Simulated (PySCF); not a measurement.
**InMe2H: geometry, NMR shifts and electronic excitations**

What NMR shifts and electronic excitations should InMe2H (`[H][In]([CH3])[CH3]`) show?

Programs: PySCF 2.14.0, with density-fitted response routines of our own. Each step states its level of theory. These are calculated values for one molecule in the gas phase, unless marked as measured. Atoms count from 0, in the outputs and in this text.

## 1. Starting geometry

10 atoms, charge 0, multiplicity 1; geometry from: GFN2-xTB.

Bonds of the start (Å): In0–C1 2.23, In0–C5 2.23, In0–H9 1.76, C1–H2 1.09, C1–H3 1.09, C1–H4 1.09, C5–H6 1.09, C5–H7 1.09, C5–H8 1.09.

## 2. Relaxing the molecule at PBE0-D3(BJ)/def2-SVP

What the job is given:

```
{"job": {"xc": "PBE0", "basis": "def2-SVP", "d3": "d3bj", "grid": 1, "maxiter": 40, "kind": "geom"}, "charge": 0, "multiplicity": 1}
In    -0.402190    -0.685650    -0.001670
C      1.827360    -0.751870    -0.001130
H      2.194600    -0.286400     0.913930
H      2.196810    -0.176180    -0.850200
H      2.211200    -1.768700    -0.063090
C     -1.552800     1.223260     0.002850
H     -1.351290     1.762880    -0.922330
H     -1.212620     1.834390     0.839180
H     -2.624680     1.055030     0.093490
H     -1.286390    -2.206770    -0.011030
```

**Question.** This job is followed by: GIAO PBE0/pcSseg-1 In:def2-TZVP NMR shielding, non-relativistic, gas phase; TDDFT PBE0/def2-SVPD, vertical, gas phase, core orbitals frozen in the response; GIAO KT2/pcSseg-1 In:def2-TZVP NMR shielding, non-relativistic, gas phase. Predict these results of the whole session: point group; rotational constants (main isotopes); 13C shifts against TMS (PBE0/def2-TZVP+pcSseg-1, means over atoms taken as alike); 1H shifts against TMS (PBE0/def2-TZVP+pcSseg-1, means over atoms taken as alike); lowest singlet (PBE0/def2-SVPD); brightest single state of those computed; lowest triplet; vertical ionisation energy (ΔSCF); vertical electron affinity (ΔSCF); range of the shift of C1.

As calculated:

| quantity | value |
| --- | --- |
| point group | C2 |
| rotational constants (main isotopes) | 12.44, 4.30, 3.33 GHz |
| 13C shifts against TMS (PBE0/def2-TZVP+pcSseg-1, means over atoms taken as alike) | -2.7 ppm |
| 1H shifts against TMS (PBE0/def2-TZVP+pcSseg-1, means over atoms taken as alike) | 6.74, 0.23 ppm |
| lowest singlet (PBE0/def2-SVPD) | 4.63 eV (268 nm), f = 0.000 |
| brightest single state of those computed | state 8, 7.48 eV, f = 0.436 |
| lowest triplet | 4.38 eV |
| vertical ionisation energy (ΔSCF) | 9.21 eV |
| vertical electron affinity (ΔSCF) | -0.27 eV (unbound: the value hangs on the basis) |
| range of the shift of C1 | -2.7 to 0.6 ppm |

Relaxing lowered the energy by 0.058 eV in 4 steps; the close pair that moved most is In0–C1, from 2.231 to 2.171 Å. No frequency check was run at this level, so the end point may be a saddle. At PBE0/def2-TZVP+pcSseg-1: Shielding is most anisotropic at C1, C5 (span 35 ppm, paramagnetic term -64 ppm). The first singlet state (HOMO→LUMO 1.00) lies at 4.63 eV and is dark; of the 10 states computed, the strongest absorption comes from state 8 at 7.48 eV. The lowest triplet lies 0.25 eV below the lowest singlet (triplets in Tamm-Dancoff, singlets in full TDDFT). Spin-orbit coupling, left out, mixes singlets and triplets in elements this heavy. The orbital energy would give 7.26 eV for ionisation, ΔSCF gives 9.21 eV. Across the 2 runs the shift of C1 (with its like atoms) moves most, between -2.7 (PBE0/def2-TZVP+pcSseg-1) and 0.6 ppm (KT2/def2-TZVP+pcSseg-1). Spin-orbit coupling is left out, which matters for shieldings and couplings at and beside the heavy atoms.
